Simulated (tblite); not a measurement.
# H6S3Si3: the cost of one run

Computed with tblite 0.8.0 and PySCF 2.14.0; each step states its level. No surroundings beyond the atoms listed, unless a continuum is named. Atoms count from 0, parts from 1.

## 1. Starting point

12 atoms, charge 0, multiplicity 1; geometry: distance geometry start.

## 2. Geometry optimisation with GFN2-xTB

The job: settings as JSON, then the geometry in Å.

```
{"job": {"kind": "relax", "xc": "GFN2-xTB", "basis": "xTB"}, "charge": 0, "multiplicity": 1}
Si     2.034144    -0.861672    -1.451922
S      0.739875     0.817580    -1.905905
Si    -0.748877     1.631884    -0.538383
S      0.026237     1.472179     1.469829
Si     1.236044    -0.113730     2.224056
S      1.740151    -1.456140     0.596494
H      1.716177    -1.949467    -2.332881
H      3.363371    -0.454956    -1.631583
H     -0.927352     3.016640    -0.849637
H     -1.937326     0.944768    -0.668435
H      2.421578     0.397849     2.780202
H      0.539145    -0.844171     3.229266
```

With the program's defaults for keys left out, this is: GFN2-xTB geometry optimisation, gas phase.

Launch:

```sh
OMP_NUM_THREADS=1 python cluster_run.py task.json out
```

The driver reads the jobs from task.json and runs them one after another.

Q: Estimate the wall time of this first job on 1 thread of Arm Neoverse V1, shared host.

About 2.7 s.
